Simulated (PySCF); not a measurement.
**C₃H₈O₂Si: electronic excitations**

Wanted: the electronic excitations of C₃H₈O₂Si (`CC(=O)C[SiH2]O`), by calculation.

Programs: PySCF 2.14.0, with density-fitted response routines of our own. Each step states its level of theory. These are calculated values for one molecule in the gas phase, unless marked as measured. Atoms count from 0, in the outputs and in this text.

## Step 1: Starting geometry

14 atoms, charge 0, multiplicity 1; geometry from: GFN2-xTB.

Bonds of the start (Å): C0–C1 1.51, C1–O2 1.22, C1–C3 1.48, C3–Si4 1.93, Si4–O5 1.61, C0–H6 1.09, C0–H7 1.09, C0–H8 1.09, C3–H9 1.09, C3–H10 1.08, Si4–H11 1.46, Si4–H12 1.46, O5–H13 0.96.

## Step 2: TDDFT and polarisability: B3LYP/def2-SVPD

What the job is given:

```
{"job": {"kind": "uv", "xc": "B3LYP", "basis": "def2-SVPD", "nstates": 8, "ntriplets": 3}, "charge": 0, "multiplicity": 1}
C      1.846913     0.797587    -0.067404
C      0.497503     0.590678     0.570315
O     -0.174575     1.521319     0.975449
C     -0.006240    -0.800977     0.589859
Si    -1.463987    -0.846666    -0.675604
O     -2.383713     0.446176    -0.389080
H      1.822378     0.412725    -1.085312
H      2.104248     1.853668    -0.080747
H      2.605548     0.246411     0.484688
H     -0.438635    -1.021000     1.563953
H      0.767510    -1.526993     0.366116
H     -2.269230    -2.035800    -0.433771
H     -0.895314    -0.790204    -2.023363
H     -2.013085     1.152603     0.152867
```

With the program's defaults for keys left out, this is: TDDFT B3LYP/def2-SVPD, vertical, gas phase, core orbitals frozen in the response.

Run with:

```console
OMP_NUM_THREADS=1 python probes_run.py task.json out
```

One launch serves the whole session: the jobs run in the order shown.

What will the session give for the following? lowest singlet (B3LYP/def2-SVPD); brightest single state of those computed; lowest triplet; surface potential, 1st and 99th percentile. Wanted: lowest singlet; brightest single state of those computed; lowest triplet; surface potential, 1st and 99th percentile.

The runs gave:

| quantity | value |
| --- | --- |
| lowest singlet (B3LYP/def2-SVPD) | 4.48 eV (277 nm), f = 0.003 |
| brightest single state of those computed | state 5, 6.89 eV, f = 0.124 |
| lowest triplet | 3.96 eV |
| surface potential, 1st and 99th percentile | -1.48 V and 1.30 V |

The first singlet state (HOMO→LUMO 0.97) lies at 4.48 eV and is weak; of the 8 states computed, the strongest absorption comes from state 5 at 6.89 eV. The lowest triplet lies 0.52 eV below the lowest singlet (triplets in Tamm-Dancoff, singlets in full TDDFT). At B3LYP/def2-SVPD, counted by nearest atom on the grid, the HOMO lies on O2 61 %; C0, C3 about 10 % each, the LUMO on C1 42 %; O2 25 %.
